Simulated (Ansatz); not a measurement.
## Sr2SO in Ansatz: the effect of functional

Sr2SO:

```
Sr S O
1.0
     4.04324    0.00000    0.00000
     0.00000    4.04324    0.00000
     0.00000    0.00000    5.71800
Sr S O
2 1 1
Cartesian
  2.0216 2.0216 2.8590
  0.0000 0.0000 0.0000
  0.0000 0.0000 2.8590
  2.0216 2.0216 0.0000
```

The cell comes from a database or a generator and needn't be the stable form of this composition.

Alike in all runs:

* Program: Ansatz 0.2.0
* Task: projected density of states
* Potentials or basis: Ansatz PAW
* k mesh: 4 × 4 × 3
* Occupations: fermi-dirac, width 0.05 eV
* Spin: no spin polarisation

```csv
functional,cutoff,gap on the mesh (eV),pressure (GPa)
LDA,420 eV (not typed: the program's choice for these potentials),2.14,-4.7
PBEsol,420 eV (not typed: the program's choice for these potentials),2.14,-2.6
RPBE,420 eV (not typed: the program's choice for these potentials),2.27,2.0
revPBE,420 eV (not typed: the program's choice for these potentials),2.25,1.4
BLYP,420 eV (not typed: the program's choice for these potentials),2.37,1.9
r2SCAN,500 eV (not typed: the program's choice for these potentials),2.63,-0.9
HSE06,420 eV (not typed: the program's choice for these potentials),?,?
PBE0,420 eV (not typed: the program's choice for these potentials),4.15,-1.2
r2SCAN0,500 eV (not typed: the program's choice for these potentials),4.45,-1.5
```

What does the run with functional HSE06 give?

gap on the mesh 3.42 eV; pressure -1.2 GPa.

Caveats: odd divisions of the mesh miss points on the zone boundary, where band edges often lie, so the gap on the mesh can be too wide; the PAW data sets come from PBE, with cores solved anew for the run's functional, which leaves a small shift of forces and pressure; the density of states is complete only up to the lowest level of the last band computed; the thresholds are loose for stress (some runs).

A k mesh can miss the band edges.

Runs at the PBE level aren't shown here.
